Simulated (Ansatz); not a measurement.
# B2H7PSi2: small, medium and large basis sets

The task here is to estimate one member of a computed series from the others.

The runs use Ansatz 0.2.0, Gaussian basis; one geometry, several basis sets.

The runs, in order: PBE0-D4/def2-SVP; ωB97M-V/def2-SVP; PBE0-D4/def2-QZVPP; ωB97M-V/def2-QZVPP; the functionals' def2-TZVPP values are taken from earlier runs.

**The geometry**

The geometry comes from an earlier relaxation with PBE0-D4 in a triple-zeta def2 set; it is a stationary point, not always the lowest conformer.

12 atoms, charge 0, spin multiplicity 1.

Atoms are counted from 1 here; the program's logs count them from 0.

Bond lengths: B1–P2 2.030 Å, B1–Si3 2.192 Å, B1–Si5 2.171 Å, B1–H6 1.315 Å, B1–H7 1.192 Å, P2–Si3 2.193 Å, P2–H8 1.424 Å, Si3–B4 1.891 Å, Si3–H9 1.494 Å, B4–Si5 1.923 Å, B4–H10 1.193 Å, Si5–H6 1.685 Å, Si5–H11 1.483 Å, Si5–H12 1.481 Å. Angles: P2–B1–Si3 62.5°, P2–B1–Si5 112.8°, P2–B1–H6 97.4°, P2–B1–H7 118.7°, Si3–B1–Si5 96.1°, Si3–B1–H6 133.3°, Si3–B1–H7 123.8°, Si5–B1–H6 50.9°, Si5–B1–H7 124.9°, H6–B1–H7 102.9°, B1–P2–Si3 62.4°, B1–P2–H8 92.6°, Si3–P2–H8 93.3°, B1–Si3–P2 55.1°, B1–Si3–B4 55.9°, B1–Si3–H9 116.0°, P2–Si3–B4 106.0°, P2–Si3–H9 112.2° and more.

Coordinates:

```
B    -0.22016    0.08966    0.85686
P    -1.89787   -0.98391    0.46714
Si    0.02608   -1.85230   -0.12866
B     1.21104   -0.39537   -0.34689
Si    0.42337    1.28941   -0.83402
H    -0.66723    1.25712    0.45003
H     0.07510    0.29814    1.99276
H    -2.09269   -0.34692   -0.79091
H     0.42907   -2.98911    0.75306
H     2.36703   -0.47690   -0.06381
H    -0.68352    1.48947   -1.80028
H     1.10668    2.56570   -0.52118
```

The first run:

File in.yaml:

```yaml
crystal:
  periodic: [false, false, false]
  atoms:
    - {symbol: B, position_ang: [-0.220164, 0.089665, 0.856856]}
    - {symbol: P, position_ang: [-1.897870, -0.983910, 0.467135]}
    - {symbol: Si, position_ang: [0.026080, -1.852302, -0.128657]}
    - {symbol: B, position_ang: [1.211045, -0.395365, -0.346888]}
    - {symbol: Si, position_ang: [0.423367, 1.289411, -0.834022]}
    - {symbol: H, position_ang: [-0.667229, 1.257121, 0.450026]}
    - {symbol: H, position_ang: [0.075100, 0.298139, 1.992764]}
    - {symbol: H, position_ang: [-2.092693, -0.346917, -0.790911]}
    - {symbol: H, position_ang: [0.429073, -2.989107, 0.753062]}
    - {symbol: H, position_ang: [2.367031, -0.476904, -0.063811]}
    - {symbol: H, position_ang: [-0.683519, 1.489467, -1.800276]}
    - {symbol: H, position_ang: [1.106680, 2.565701, -0.521176]}
basis:
  gaussian: {orbitals: def2-SVP}
hamiltonian: {xc: pbe0, dispersion: d4}
output: {orbitals: {seedname: orbitals}}
```

Among the steps run: PBE0-D4 in def2-SVP; ωB97M-V in def2-SVP; PBE0-D4 in def2-QZVPP; ωB97M-V in def2-QZVPP.

One of the session's tables, all rows but one given; the rest of the session is left out.

It belongs to the step «Functionals by basis». 

```
functional       basis  HOMO (eV)  LUMO (eV)
   PBE0-D4    def2-SVP          ?          ?
   PBE0-D4  def2-TZVPP      -7.07      -2.20
   PBE0-D4  def2-QZVPP      -7.08      -2.21
   ωB97M-V    def2-SVP      -8.98      -0.27
   ωB97M-V  def2-TZVPP      -8.99      -0.39
   ωB97M-V  def2-QZVPP      -8.99      -0.44
```

Q: Estimate the row for PBE0-D4, def2-SVP from the others.

As computed: HOMO (eV): -7.10; LUMO (eV): -2.15. In the column «HOMO (eV)» it lies between ωB97M-V, def2-SVP (-8.98) and PBE0-D4, def2-QZVPP (-7.08).
